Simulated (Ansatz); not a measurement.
# CdAg: the cost of one run

Program: Ansatz 0.2.0. Level of theory: DFT PBE, scalar-relativistic, plane waves, PAW. These are calculated values, not measurements.

**1. Starting point**

It takes space group P4/mmm (No. 123, tetragonal). The conventional cell has a = 4.162 Å, b = 4.162 Å, c = 14.000 Å, α = 90.00°, β = 90.00°, γ = 90.00°. Cd (site symmetry 4/mmm) has 4 Ag at 2.94 Å as nearest neighbours. Ag (site symmetry 4/mmm) is surrounded by 4 Cd at 2.94 Å.

Structure file:

```cif
data_structure
_symmetry_space_group_name_H-M 'P4/mmm'
_symmetry_Int_Tables_number 123
_cell_length_a 4.1616
_cell_length_b 4.1616
_cell_length_c 14.0000
_cell_angle_alpha 90.000
_cell_angle_beta 90.000
_cell_angle_gamma 90.000
_cell_volume 242.47
loop_
_atom_site_label
_atom_site_type_symbol
_atom_site_symmetry_multiplicity
_atom_site_Wyckoff_symbol
_atom_site_fract_x
_atom_site_fract_y
_atom_site_fract_z
_atom_site_occupancy
Cd1 Cd 1 b 0.00000 0.00000 0.50000 1
Ag1 Ag 1 d 0.50000 0.50000 0.50000 1
```

Recipe of the guess: random sheet by layer group and Wyckoff sites. Its size is a rough estimate.

Only a and b are periodic; c spans vacuum, so the box's volume, pressure and space group aren't properties of the sheet.

**2. Probe: one point on a coarse mesh**

input.yaml reads:

```yaml
crystal:
  lattice:
    - [4.161605, 0.0, 0.0]
    - [0.0, 4.161605, 0.0]
    - [0.0, 0.0, 14.0]
  atoms:
    - { symbol: Cd, position: [0.0, 0.0, 0.5] }
    - { symbol: Ag, position: [0.5, 0.5, 0.5] }
  periodic: [true, true, false]
basis:
  ecutwfc: 420
kpoints:
  mp_grid: { grid: [4, 4, 1] }
hamiltonian:
  xc: pbe
scf:
  occupations: { method: gaussian, width: 0.1 }
  lower_state_search: "off"
output:
  forces: true
  stress: true
  eigenvalues: true
```

On the command line:

```bash
ansatz run input.yaml --threads 1 --pin off --max-ram 2048MiB --backend cpu --events-out ev --progress --plain --runs-dir out
```

Q: Estimate wall time and peak memory on 1 thread of Arm Neoverse V1, shared host.

About 4.2 s, with a peak of 0.49 GiB.
